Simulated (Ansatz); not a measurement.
# KGe2: the cost of one run

Method: DFT PBE, scalar-relativistic, plane waves, PAW, in Ansatz 0.2.0.

**1. Starting point**

It takes space group R-3m (No. 166, trigonal). Conventional cell: a = 3.850 Å, b = 3.850 Å, c = 17.441 Å, α = 90.00°, β = 90.00°, γ = 120.00°. K (site symmetry -3m) is surrounded by 6 Ge at 2.66 Å. Ge (site symmetry 3m) is surrounded by 3 K at 2.66 Å.

Structure file:

```cif
data_structure
_symmetry_space_group_name_H-M 'P 1'
_symmetry_Int_Tables_number 1
_cell_length_a 6.2239
_cell_length_b 6.2239
_cell_length_c 6.2239
_cell_angle_alpha 36.030
_cell_angle_beta 36.030
_cell_angle_gamma 36.030
_cell_volume 74.62
loop_
_atom_site_label
_atom_site_type_symbol
_atom_site_fract_x
_atom_site_fract_y
_atom_site_fract_z
_atom_site_occupancy
K1 K 0.00000 0.00000 0.00000 1
Ge1 Ge 0.75000 0.75000 0.75000 1
Ge2 Ge 0.25000 0.25000 0.25000 1
```

(A quick probe on a coarse mesh, which set the mesh and smearing, is not shown.)

**3. Coarse relaxation**

input.yaml reads:

```yaml
crystal:
  lattice:
    - [1.924852527, 1.1113141246, 5.8135470336]
    - [-1.924852527, 1.1113141246, 5.8135470336]
    - [0.0, -2.2226282492, 5.8135470336]
  atoms:
    - { symbol: K, position: [0.0, 0.0, 0.0] }
    - { symbol: Ge, position: [0.75, 0.75, 0.75] }
    - { symbol: Ge, position: [0.25, 0.25, 0.25] }
basis:
  ecutwfc: 420
kpoints:
  mp_grid: { grid: [6, 6, 6] }
hamiltonian:
  xc: pbe
scf:
  occupations: { method: gaussian, width: 0.1 }
  lower_state_search: "off"
output:
  forces: true
  stress: true
  eigenvalues: true
relax:
  adjacent_minimum: "off"
  f_tol: 0.04
  max_steps: 70
  cell: { stress_tol: 0.4 }
```

Launch:

```console
> ansatz run input.yaml --threads 1 --pin off --max-ram 2560MiB --backend cpu --events-out ev --progress --plain --runs-dir out
```

**Question.** How long does this run take on 1 thread of Intel Xeon 6975P-C (Granite Rapids), shared host, and how much memory does it need?

About 18 s, with a peak of 0.42 GiB.
